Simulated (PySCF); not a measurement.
# C9H12: the cost of one run

Programs: PySCF 2.14.0, with routines of our own; each step states its level. All values are computed. Atoms count from 0.

## 1. The starting structure

21 atoms, charge 0, multiplicity 1; geometry from: GFN2-xTB.

## 2. Magnetic properties: GIAO KT3/pcSseg-1

The job: settings as JSON, then the geometry in Å.

```
{"job": {"kind": "mag", "xc": "KT3", "basis": "pcSseg-1", "isotopologues": 0}, "charge": 0, "multiplicity": 1}
C      4.333248    -0.240534    -0.209647
C      3.289248     0.810752    -0.451727
C      2.020499     0.574659    -0.568078
C      0.741884     0.323401    -0.664579
C     -0.164171     0.320758     0.467395
C     -1.467079     0.083735     0.362652
C     -2.386985    -0.216208    -0.789826
C     -3.563562    -0.246524     0.203684
C     -2.588083     0.030742     1.363105
H      4.890752    -0.009752     0.697878
H      5.037902    -0.265163    -1.040969
H      3.877364    -1.221601    -0.104150
H      3.661471     1.825628    -0.539808
H      0.306199     0.108377    -1.633126
H      0.271263     0.523997     1.437315
H     -2.441506     0.566975    -1.546342
H     -2.187944    -1.164895    -1.289130
H     -4.077474    -1.203175     0.265951
H     -4.299090     0.538884     0.044790
H     -2.759477     0.962542     1.902462
H     -2.503379    -0.776248     2.091680
```

Level: GIAO KT3/pcSseg-1 magnetisability, rotational g tensor and spin-rotation constants, non-relativistic, gas phase.

Run with:

```console
$ OMP_NUM_THREADS=1 python excited_run.py task.json out
```

The driver reads the jobs from task.json and runs them one after another.

Q: Estimate the wall time and peak memory of this first job on 1 thread of Arm Neoverse V2, shared host.

About 52 s, with a peak of 0.77 GiB.
